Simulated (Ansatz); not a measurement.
What does this script print? It uses Ansatz's Python interface.

The script reads `c2h2bbrs.xyz`:
```text
7

S    -0.09980    0.12980    2.98740
C    -0.29400    0.30730    1.37530
C    -0.43800    0.42130    0.06890
B     0.51170   -0.48030   -0.86560
Br    0.25560   -0.32180   -2.86320
H    -1.08890    1.16180   -0.33700
H     1.21460   -1.28600   -0.41150
```

`c2h2bbrs_bde.py`
```python
"""X-H bond energies of C2H2BBrS without relaxation."""

import ansatz as az


def energy(molecule, charge=0, unpaired=0):
    calc = molecule.calculation().basis(gaussian="def2-SVPD").functional("pbe0")
    if charge:
        calc = calc.charge(charge)
    if unpaired:
        calc = calc.spin("collinear", total=unpaired)
    report = calc.run(threads=1).report
    if report["published_state_doubts"]:
        print("  doubts:", report["published_state_doubts"])
    return report["free_energy_ev"]

def without(molecule, index):
    rest = az.Crystal.molecule()
    for i, site in enumerate(molecule.cartesian_sites):
        if i != index:
            rest = rest.atom(site.symbol, site.position_ang)
    return rest


def main() -> None:
    system = az.Crystal.molecule_from_extxyz("c2h2bbrs.xyz")

    whole = energy(system, 0)
    hydrogen = energy(az.Crystal.molecule().atom("H", (0, 0, 0)), 0, 1)
    print(f"E(molecule) = {whole:.5f} eV, E(H) = {hydrogen:.5f} eV")
    for index in [5, 6]:
        radical = energy(without(system, index), 0, 1)
        print(f"H{index}: homolysis {(radical + hydrogen - whole):.3f} eV")


if __name__ == "__main__":
    main()
```

```console
$ python c2h2bbrs_bde.py
E(molecule) = -83635.05118 eV, E(H) = -13.61361 eV
H5: homolysis 4.709 eV
H6: homolysis 4.618 eV
```

Reading the output:
- Total energies depend on the basis set; only differences at equal settings carry meaning.
- The geometry is a force-field or estimated start, not a minimum of this method, and the basis set is short of its limit. All parts are taken at fixed geometry, without zero-point energy.
- The spin-orbit lowering of heavy atoms is left out.
- Hardware and time: 52 s on 1 thread of Arm Neoverse V1, on a shared host, peak memory 0.53 GiB.
